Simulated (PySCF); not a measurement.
# C₆H₁₄Si: runs on many settings

Which settings matter for C₆H₁₄Si (`C[C@@H]1CC[Si@H](C)C1`), and how do bad ones show?

Computed with PySCF 2.14.0, with density-fitted response routines of our own, on a single molecule in the gas phase. Atoms count from 0, in the outputs and in this text.

## (1) The starting structure

21 atoms, charge 0, multiplicity 1; geometry from: GFN2-xTB.

Bonds of the start (Å): C0–C1 1.52, C1–C2 1.53, C2–C3 1.53, C3–Si4 1.91, Si4–C5 1.90, Si4–C6 1.91, C6–C1 1.53, C0–H7 1.09, C0–H8 1.09, C0–H9 1.09, C1–H10 1.10, C2–H11 1.09, C2–H12 1.09, C3–H13 1.09, C3–H14 1.09, Si4–H15 1.47, C5–H16 1.09, C5–H17 1.09, C5–H18 1.09, C6–H19 1.09, C6–H20 1.09.

## (2) Excited states and response: OPBE/6-31G

What the job is given:

```
{"job": {"kind": "uv", "xc": "OPBE", "basis": "6-31G", "nstates": 1, "ntriplets": 2, "tda": true, "scf": {"guess": "vsap"}}, "charge": 0, "multiplicity": 1}
C     -2.263521     0.382998     1.315216
C     -1.289107     0.376173     0.142760
C     -0.938178    -1.044539    -0.303618
C      0.137295    -0.961813    -1.388745
Si     1.276895     0.457692    -0.812749
C      2.903416    -0.144919    -0.037288
C      0.024731     1.091921     0.478752
H     -1.831302    -0.135458     2.169717
H     -3.192914    -0.116053     1.046433
H     -2.496089     1.403181     1.614297
H     -1.755303     0.891151    -0.704866
H     -0.548370    -1.595412     0.555779
H     -1.826635    -1.570750    -0.659804
H      0.631483    -1.922992    -1.518038
H     -0.328250    -0.715060    -2.343128
H      1.544630     1.432764    -1.882379
H      3.454699     0.681436     0.400098
H      2.728042    -0.877063     0.745898
H      3.542251    -0.606012    -0.783768
H     -0.116520     2.171069     0.475793
H      0.333827     0.818630     1.489170
```

Method: TDA OPBE/6-31G, vertical, gas phase, core orbitals frozen in the response.

Command:

```bash
> OMP_NUM_THREADS=1 python probes_run.py task.json out
```

This one command runs all jobs of the session in turn.

The log of the run:

```text
final grid: 154384 points
cycle   1  E = -515.9122996277  dE =  8.245e+00  |g| = 5.024e+00  |ddm| = 2.402e+01
cycle   2  E = -476.6483859143  dE =  3.926e+01  |g| = 8.307e+00  |ddm| = 2.623e+01
cycle   3  E = -502.9353084218  dE = -2.629e+01  |g| = 6.197e+00  |ddm| = 1.526e+01
cycle   4  E = -525.8318481176  dE = -2.290e+01  |g| = 1.356e+00  |ddm| = 9.815e+00
cycle   5  E = -526.0920723111  dE = -2.602e-01  |g| = 9.599e-01  |ddm| = 2.592e+00
cycle   6  E = -526.3439330190  dE = -2.519e-01  |g| = 2.138e-01  |ddm| = 1.258e+00
cycle   7  E = -526.3560192363  dE = -1.209e-02  |g| = 4.661e-02  |ddm| = 2.959e-01
cycle   8  E = -526.3563389278  dE = -3.197e-04  |g| = 3.343e-02  |ddm| = 6.700e-02
cycle   9  E = -526.3566127229  dE = -2.738e-04  |g| = 1.279e-02  |ddm| = 3.190e-02
cycle  10  E = -526.3566575340  dE = -4.481e-05  |g| = 4.221e-03  |ddm| = 2.008e-02
cycle  11  E = -526.3566624162  dE = -4.882e-06  |g| = 1.019e-03  |ddm| = 6.296e-03
cycle  12  E = -526.3566627187  dE = -3.025e-07  |g| = 3.419e-04  |ddm| = 1.818e-03
cycle  13  E = -526.3566627532  dE = -3.459e-08  |g| = 6.108e-05  |ddm| = 5.511e-04
cycle  14  E = -526.3566627545  dE = -1.206e-09  |g| = 1.724e-05  |ddm| = 1.281e-04
cycle  15  E = -526.3566627546  dE = -1.061e-10  |g| = 4.988e-06  |ddm| = 4.090e-05
converged SCF energy = -526.3566627546

Static polarisability (au): isotropic 81.799, principal 73.094 77.117 95.185

Singlet excitations
state   eV       nm        f      main configurations
  1   8.1306    152.5   0.00431   H->L+1 0.74, H-1->L 0.14, H->L 0.11

Triplet excitations (Tamm-Dancoff, eV): 7.4222 7.8359
```

Run time: 16 s. Hardware: 1 thread of AMD EPYC 9R45, shared host.

The orbitals next to the gap, with their largest atomic shares:

| orbital | eV | atoms |
| --- | --- | --- |
| HOMO−3 | -7.33 | C1 16 %, H10 14 %, C2 12 % |
| HOMO−2 | -7.27 | C5 23 %, H15 16 %, Si4 16 % |
| HOMO−1 | -6.77 | Si4 20 %, C5 17 %, C3 16 % |
| HOMO | -6.46 | C6 30 %, C3 24 %, Si4 24 % |
| LUMO | 1.45 | Si4 55 %, C6 16 %, C3 10 % |
| LUMO+1 | 1.59 | Si4 49 %, C5 21 %, C3 7 % |
| LUMO+2 | 1.92 | Si4 14 %, H14 10 %, H19 10 % |

With each of the 1 states as a Gaussian band of 0.4 eV half-width at 1/e, the curve within the window shown has maxima at 152 nm (ε 170) L/(mol cm). Beyond the last state computed it falls off for lack of states. The curve at chosen wavelengths:

(nm, ε (L/mol/cm)): (147, 99), (148, 121), (149, 140), (150, 157), (151, 168), (152, 174), (153, 174), (154, 167), (155, 156), (156, 141), (157, 123), (158, 104), (159, 86), (160, 69), (161, 54), (162, 41), (163, 31), (164, 22)

Further results of this job:

| property | computed |
| --- | --- |
| dipole moment (D) | 0.46 |
| polarisability (Å³) | 12.12 |
| HOMO–LUMO gap (eV) | 7.90 |
| −ε(HOMO) (eV) | 6.46 |

## (3) Excited states and response: PBE0/def2-SVPD

Same as in step 2 but for these lines:

```diff
@@ -1,2 +1,2 @@
-{"job": {"kind": "uv", "xc": "OPBE", "basis": "6-31G", "nstates": 1, "ntriplets": 2, "tda": true, "scf": {"guess": "vsap"}}, "charge": 0, "multiplicity": 1}
+{"job": {"kind": "uv", "xc": "PBE0", "basis": "def2-SVPD", "nstates": 3, "ntriplets": 5, "tda": false, "scf": {"max_cycle": 70}}, "charge": 1, "multiplicity": 1}
 C     -2.263521     0.382998     1.315216
```

Level: PBE0/def2-SVPD.

The log of the run:

```text
RuntimeError: Electron number 63 and spin 0 are not consistent
Note mol.spin = 2S = Nalpha - Nbeta, not 2S+1
```

Run time: 0.02 s. Hardware: 1 thread of AMD EPYC 9R45, shared host.

**What went wrong.** Charge and multiplicity don't fit the number of electrons: an even count needs an odd multiplicity, and the reverse. Cure: mend the charge or the multiplicity.

## (4) Shielding tensors: PBE0/pcSseg-1

Same as in step 3 but for these lines:

```diff
@@ -1,2 +1,2 @@
-{"job": {"kind": "uv", "xc": "PBE0", "basis": "def2-SVPD", "nstates": 3, "ntriplets": 5, "tda": false, "scf": {"max_cycle": 70}}, "charge": 1, "multiplicity": 1}
+{"job": {"kind": "nmr", "xc": "PBE0", "basis": "pcSseg-1", "pop": false, "scf": {"level_shift": 0.2}}, "charge": 0, "multiplicity": 1}
 C     -2.263521     0.382998     1.315216
```

Method: GIAO PBE0/pcSseg-1 NMR shielding, non-relativistic, gas phase.

The log of the run:

```text
final grid: 154384 points
cycle   1  E = -526.0919917053  dE =  4.892e-01  |g| = 3.484e-01  |ddm| = 3.862e+00
cycle   2  E = -526.1154953347  dE = -2.350e-02  |g| = 2.199e-01  |ddm| = 4.527e-01
cycle   3  E = -526.1270311014  dE = -1.154e-02  |g| = 2.190e-02  |ddm| = 1.466e-01
cycle   4  E = -526.1272055758  dE = -1.745e-04  |g| = 9.401e-03  |ddm| = 4.010e-02
cycle   5  E = -526.1272296754  dE = -2.410e-05  |g| = 2.303e-03  |ddm| = 1.361e-02
cycle   6  E = -526.1272313665  dE = -1.691e-06  |g| = 6.522e-04  |ddm| = 4.359e-03
cycle   7  E = -526.1272315316  dE = -1.651e-07  |g| = 1.631e-04  |ddm| = 1.473e-03
cycle   8  E = -526.1272315466  dE = -1.498e-08  |g| = 5.192e-05  |ddm| = 5.264e-04
cycle   9  E = -526.1272315486  dE = -1.945e-09  |g| = 2.100e-05  |ddm| = 1.940e-04
cycle  10  E = -526.1272315489  dE = -2.956e-10  |g| = 6.295e-06  |ddm| = 7.003e-05
level shift removed, Fock matrix diagonalised once more
converged SCF energy = -526.1272315489

GIAO shielding tensors (ppm)
atom      isotropic    diamagn.    paramagn.     s11        s22        s33       span
  0 C      161.114     245.502     -84.388    143.796    152.084    187.463     43.668
  1 C      146.249     249.095    -102.846    126.919    148.355    163.473     36.554
  2 C      147.294     250.701    -103.407    123.566    147.566    170.750     47.184
  3 C      172.619     252.788     -80.168    156.977    171.065    189.817     32.840
  4 Si     351.183     880.681    -529.499    298.742    367.897    386.908     88.166
  5 C      190.598     252.315     -61.717    188.409    189.094    194.291      5.882
  6 C      163.766     253.838     -90.072    144.899    156.429    189.971     45.072
  7 H       31.049      30.349       0.700     27.530     29.280     36.336      8.806
  8 H       30.340      29.135       1.205     25.465     27.767     37.789     12.323
  9 H       30.305      29.223       1.082     25.660     27.924     37.330     11.670
 10 H       30.272      33.587      -3.315     26.816     28.456     35.544      8.728
 11 H       30.856      33.789      -2.933     26.774     30.231     35.563      8.790
 12 H       29.763      32.370      -2.607     24.244     28.779     36.265     12.022
 13 H       30.902      31.521      -0.619     26.436     28.098     38.172     11.736
 14 H       30.871      31.641      -0.770     25.979     28.216     38.418     12.439
 15 H       27.132      29.700      -2.569     23.807     24.819     32.769      8.961
 16 H       31.540      29.125       2.415     26.755     28.686     39.179     12.424
 17 H       31.683      31.929      -0.246     26.926     30.448     37.675     10.750
 18 H       31.540      28.573       2.968     26.721     28.391     39.509     12.788
 19 H       30.604      32.391      -1.787     26.061     28.587     37.163     11.102
 20 H       31.683      33.901      -2.218     26.994     31.135     36.920      9.926
```

Wall time 21 s (1 thread of AMD EPYC 9R45, shared host); peak memory 0.87 GiB.

Shifts follow as δ = σ(reference) − σ, with reference shieldings (ppm) from runs at the same level and on the same kind of geometry: 1H TMS 31.72, 13C TMS 186.9, 29Si TMS 349.2. The references are single molecules in the gas phase. Atoms listed in one row are averaged.

| atoms | environment | σ (ppm) | δ (ppm) | δ scaled to CDCl3 |
| --- | --- | --- | --- | --- |
| C1 | sp3 CH in a ring | 146.2 | 40.7 | 37.8 |
| C2 | sp3 CH2 in a ring | 147.3 | 39.6 | 36.8 |
| C0 | methyl carbon | 161.1 | 25.8 | 23.3 |
| C6 | sp3 CH2 bonded to Si | 163.8 | 23.2 | 20.7 |
| C3 | sp3 CH2 bonded to Si | 172.6 | 14.3 | 12.0 |
| C5 | methyl carbon bonded to Si | 190.6 | -3.7 | -5.5 |
| H15 | hydrogen on a silicon bonded to 3 C, in a 5-membered ring | 27.13 | 4.59 | – |
| H12 | hydrogen on an sp3 CH2 in a ring | 29.76 | 1.95 | 1.95 |
| H10 | hydrogen on an sp3 CH in a ring | 30.27 | 1.45 | 1.47 |
| H7, H8, H9 | hydrogen on a methyl carbon | 30.56 | 1.15 | 1.19 |
| H19 | hydrogen on an sp3 CH2 bonded to Si | 30.60 | 1.11 | 1.15 |
| H11 | hydrogen on an sp3 CH2 in a ring | 30.86 | 0.86 | 0.92 |
| H14 | hydrogen on an sp3 CH2 bonded to Si | 30.87 | 0.85 | 0.90 |
| H13 | hydrogen on an sp3 CH2 bonded to Si | 30.90 | 0.81 | 0.87 |
| H16, H17, H18 | hydrogen on a methyl carbon bonded to Si | 31.59 | 0.13 | 0.23 |
| H20 | hydrogen on an sp3 CH2 bonded to Si | 31.68 | 0.03 | 0.14 |
| Si4 | silicon bonded to 3 C, H, in a 5-membered ring | 351.2 | -2.0 | – |

The scaled column applies a straight-line fit of computed shieldings to shifts measured in CDCl3 (root-mean-square error 0.16 ppm for H, 1.9 ppm for C).

Ring of atoms C1, C2, C3, Si4, C6: NICS(0) -4.5, NICS(1) -3.9, NICS(1)zz -1.7 ppm (means of both faces).

## (5) Nuclear shieldings: LC-wPBE/ANO-RCC-VDZP

Same as in step 4 but for these lines:

```diff
@@ -1,2 +1,2 @@
-{"job": {"kind": "nmr", "xc": "PBE0", "basis": "pcSseg-1", "pop": false, "scf": {"level_shift": 0.2}}, "charge": 0, "multiplicity": 1}
+{"job": {"kind": "nmr", "xc": "LC-wPBE", "basis": "ANO-RCC-VDZP", "pop": false}, "charge": 0, "multiplicity": 1}
 C     -2.263521     0.382998     1.315216
```

Method: GIAO LC-wPBE/ANO-RCC-VDZP NMR shielding, non-relativistic, gas phase.

The log of the run:

```text
coarse grid: 16824 points
cycle   1  E = -526.2782328322  dE =  1.000e+00  |g| = 3.194e-01  |ddm| = 5.936e+00
cycle   2  E = -526.3046893411  dE = -2.646e-02  |g| = 1.653e-01  |ddm| = 4.498e-01
cycle   3  E = -526.3116259443  dE = -6.937e-03  |g| = 4.144e-02  |ddm| = 1.919e-01
cycle   4  E = -526.3121727538  dE = -5.468e-04  |g| = 8.355e-03  |ddm| = 5.751e-02
cycle   5  E = -526.3121892730  dE = -1.652e-05  |g| = 2.144e-03  |ddm| = 1.111e-02
cycle   6  E = -526.3121910149  dE = -1.742e-06  |g| = 4.473e-04  |ddm| = 3.673e-03
final grid: 154384 points
cycle   7  E = -526.3057975783  dE = -6.794e-05  |g| = 5.402e-03  |ddm| = 4.713e-02
cycle   8  E = -526.3058021880  dE = -4.610e-06  |g| = 3.862e-03  |ddm| = 7.442e-03
cycle   9  E = -526.3058058316  dE = -3.644e-06  |g| = 2.925e-04  |ddm| = 3.419e-03
cycle  10  E = -526.3058058635  dE = -3.182e-08  |g| = 1.682e-04  |ddm| = 5.153e-04
cycle  11  E = -526.3058058711  dE = -7.641e-09  |g| = 2.717e-05  |ddm| = 1.895e-04
cycle  12  E = -526.3058058714  dE = -3.375e-10  |g| = 7.774e-06  |ddm| = 6.306e-05
converged SCF energy = -526.3058058714

GIAO shielding tensors (ppm)
atom      isotropic    diamagn.    paramagn.     s11        s22        s33       span
  0 C      171.435     238.380     -66.945    156.357    162.738    195.210     38.853
  1 C      158.556     240.464     -81.908    140.611    160.007    175.051     34.440
  2 C      159.131     241.249     -82.117    137.275    159.237    180.881     43.606
  3 C      182.871     239.540     -56.669    168.957    182.066    197.589     28.632
  4 Si     401.126     892.160    -491.034    351.875    416.449    435.054     83.179
  5 C      198.230     238.425     -40.195    195.765    196.444    202.481      6.716
  6 C      174.050     241.119     -67.069    157.697    167.120    197.333     39.636
  7 H       31.226      30.555       0.671     27.654     29.440     36.584      8.930
  8 H       30.625      28.555       2.070     25.722     28.151     38.001     12.279
  9 H       30.543      28.789       1.754     25.824     28.245     37.560     11.737
 10 H       30.315      32.460      -2.145     26.664     28.473     35.807      9.142
 11 H       30.909      33.765      -2.856     26.671     30.250     35.807      9.136
 12 H       29.981      31.000      -1.020     24.299     29.120     36.523     12.223
 13 H       31.032      30.744       0.288     26.445     28.302     38.348     11.904
 14 H       31.064      30.865       0.199     26.082     28.416     38.693     12.611
 15 H       27.338      31.372      -4.033     24.039     25.153     32.823      8.784
 16 H       31.683      28.553       3.131     26.940     28.862     39.248     12.308
 17 H       31.805      30.581       1.224     27.174     30.449     37.791     10.617
 18 H       31.689      28.139       3.550     26.912     28.589     39.566     12.654
 19 H       30.687      31.776      -1.088     25.867     28.726     37.470     11.603
 20 H       31.726      33.528      -1.802     26.788     31.273     37.117     10.329
```

Run time: 1.9 min. Hardware: 1 thread of AMD EPYC 9R45, shared host; peak memory 0.98 GiB.

This run: δ C1 36.2, C2 35.6, C0 23.3, C6 20.7, H15 4.48, H12 1.84 ppm.

## (6) Shielding tensors: BHandHLYP/pcSseg-1

Same as in step 5 but for these lines:

```diff
@@ -1,4 +1,4 @@
-{"job": {"kind": "nmr", "xc": "LC-wPBE", "basis": "ANO-RCC-VDZP", "pop": false}, "charge": 0, "multiplicity": 1}
+{"job": {"kind": "nmr", "xc": "BHandHLYP", "basis": "pcSseg-1", "pop": false, "gauge": [10, 10, 10], "scf": {"max_cycle": 80}}, "charge": 0, "multiplicity": 1}
 C     -2.263521     0.382998     1.315216
-C     -1.289107     0.376173     0.142760
+C     -2.166080     0.382316     1.197970
 C     -0.938178    -1.044539    -0.303618
```

Level: common gauge origin BHandHLYP/pcSseg-1 NMR shielding, non-relativistic, gas phase.

The log of the run:

```text
final grid: 154384 points
cycle   1  E = -464.5391057372  dE =  2.089e+01  |g| = 2.071e+00  |ddm| = 8.322e+02
cycle   2  E = -461.6649811751  dE =  2.874e+00  |g| = 2.719e+00  |ddm| = 3.194e+02
cycle   3  E = -464.9538754380  dE = -3.289e+00  |g| = 1.171e+00  |ddm| = 7.404e+02
cycle   4  E = -465.4771303749  dE = -5.233e-01  |g| = 2.717e-01  |ddm| = 9.611e+01
cycle   5  E = -465.4166658756  dE =  6.046e-02  |g| = 4.644e-01  |ddm| = 1.255e+01
cycle   6  E = -465.5048366914  dE = -8.817e-02  |g| = 1.023e-01  |ddm| = 1.978e+01
cycle   7  E = -465.5092201136  dE = -4.383e-03  |g| = 4.295e-02  |ddm| = 5.414e+00
cycle   8  E = -465.5097774209  dE = -5.573e-04  |g| = 1.624e-02  |ddm| = 6.944e-01
cycle   9  E = -465.5098940664  dE = -1.166e-04  |g| = 4.597e-03  |ddm| = 3.277e-01
cycle  10  E = -465.5099367044  dE = -4.264e-05  |g| = 3.483e-03  |ddm| = 1.316e-01
cycle  11  E = -465.5099576243  dE = -2.092e-05  |g| = 1.650e-03  |ddm| = 1.462e-01
cycle  12  E = -465.5099682408  dE = -1.062e-05  |g| = 1.026e-03  |ddm| = 7.710e-02
cycle  13  E = -465.5099710675  dE = -2.827e-06  |g| = 3.827e-04  |ddm| = 6.260e-02
cycle  14  E = -465.5099713864  dE = -3.188e-07  |g| = 2.876e-04  |ddm| = 1.513e-02
cycle  15  E = -465.5099714934  dE = -1.070e-07  |g| = 1.571e-04  |ddm| = 1.204e-02
cycle  16  E = -465.5099715238  dE = -3.044e-08  |g| = 7.826e-05  |ddm| = 6.129e-03
cycle  17  E = -465.5099715369  dE = -1.312e-08  |g| = 5.494e-05  |ddm| = 3.298e-03
cycle  18  E = -465.5099715438  dE = -6.865e-09  |g| = 1.923e-05  |ddm| = 3.586e-03
cycle  19  E = -465.5099715440  dE = -2.193e-10  |g| = 9.499e-06  |ddm| = 8.402e-04
converged SCF energy = -465.5099715440

GIAO shielding tensors (ppm)
atom      isotropic    diamagn.    paramagn.     s11        s22        s33       span
  0 C    -1810.206     185.508   -1995.715  -8342.759     37.933   2874.207  11216.966
  1 C    -1543.674     752.665   -2296.340  -8628.596    990.751   3006.823  11635.419
  2 C      355.741     -89.440     445.182   -438.391     89.360   1416.254   1854.645
  3 C     -179.431    -337.191     157.760   -432.111   -312.079    205.897    638.008
  4 Si     442.914    1192.714    -749.800    199.853    364.790    764.100    564.247
  5 C      405.548     811.297    -405.750     72.999    490.623    653.020    580.021
  6 C      931.770     902.170      29.600    197.237    346.021   2252.052   2054.816
  7 H      143.102     687.951    -544.848   -152.014    160.629    420.692    572.706
  8 H     -331.980   -1443.729    1111.748   -687.770   -428.367    120.196    807.966
  9 H      186.672     798.642    -611.970   -139.545    247.300    452.261    591.806
 10 H      -17.639    -303.077     285.438   -205.374      9.684    142.773    348.148
 11 H      -14.830     152.194    -167.024   -207.109    -82.810    245.429    452.537
 12 H     -270.302   -1408.759    1138.457   -500.180   -379.645     68.919    569.099
 13 H     -197.558    -778.194     580.636   -416.109   -341.131    164.566    580.675
 14 H     -285.649   -1148.041     862.392   -501.934   -453.800     98.786    600.720
 15 H       56.550     162.086    -105.536   -427.042     62.599    534.093    961.135
 16 H      369.937    1353.665    -983.728     31.523    527.193    551.096    519.573
 17 H      140.346     351.069    -210.723   -141.661    179.845    382.855    524.515
 18 H       41.535    -123.844     165.379   -234.669     40.467    318.806    553.475
 19 H      235.530     939.279    -703.750    -49.775    289.935    466.429    516.205
 20 H      276.179    1214.023    -937.844     19.971    322.593    485.973    466.001
```

Wall time 20 s (1 thread of AMD EPYC 9R45, shared host); peak memory 0.88 GiB.

It converged, yet the result is unsound: one atom of the first bond was moved so that the bond is 0.1 times as long; a common gauge origin replaces GIAOs, so the shieldings depend on where the origin lies. Its HOMO lies at -6.50 eV, against -7.86 eV in step 4 (PBE0/pcSseg-1), a different level, so the two don't compare directly.

## (7) Side by side: NMR shifts

Shifts (ppm) of some atoms, chosen among heavy atoms and hydrogens apart, means over like atoms, with basis size and wall time:

| run | C1 | C2 | C0 | C6 | H12 | H7 | Si4 | functions | time |
| --- | --- | --- | --- | --- | --- | --- | --- | --- | --- |
| PBE0/pcSseg-1 | 40.7 | 39.6 | 25.8 | 23.2 | 1.95 | 1.15 | -2.0 | 196 | 21 s |
| LC-wPBE/ANO-RCC-VDZP | 36.2 | 35.6 | 23.3 | 20.7 | 1.84 | 1.03 | -9.9 | 172 | 1.9 min |

## (8) What came out

| quantity | value |
| --- | --- |
| lowest singlet (OPBE/6-31G) | 8.13 eV (152 nm), f = 0.004 |
| lowest triplet | 7.42 eV |
| 13C shifts against TMS (PBE0/pcSseg-1) | 40.7, 39.6, 25.8, 23.2, 14.3, -3.7 ppm |
| 1H shifts against TMS (PBE0/pcSseg-1, means over atoms taken as alike) | 4.59, 1.95, 1.45, 1.15, 1.11, 0.86, 0.85, 0.81, 0.13, 0.03 ppm |
| 29Si shifts against TMS (PBE0/pcSseg-1) | -2.0 ppm |
| range of the shift of Si4 | -9.9 to -2.0 ppm |
| property runs in this session | 5, of which 1 failed and 1 gave unsound results |

In words: Single values in the summary come from the first run of each kind that ended normally (OPBE/6-31G; PBE0/pcSseg-1), which need not be the best level. The first singlet state (HOMO→LUMO+1 0.74, HOMO−1→LUMO 0.14) lies at 8.13 eV and is weak. The lowest triplet lies 0.71 eV below the lowest singlet. States above −ε(HOMO) lie where TDDFT describes them poorly and they hang on the basis; the brightest is among them. The basis of OPBE/6-31G has no diffuse functions, so Rydberg states are missing and the high states are unreliable. At PBE0/pcSseg-1: Shielding is most anisotropic at Si4 (span 88 ppm, paramagnetic term -529 ppm). Across the 2 runs the shift of Si4 moves most, between -9.9 (LC-wPBE/ANO-RCC-VDZP) and -2.0 ppm (PBE0/pcSseg-1).
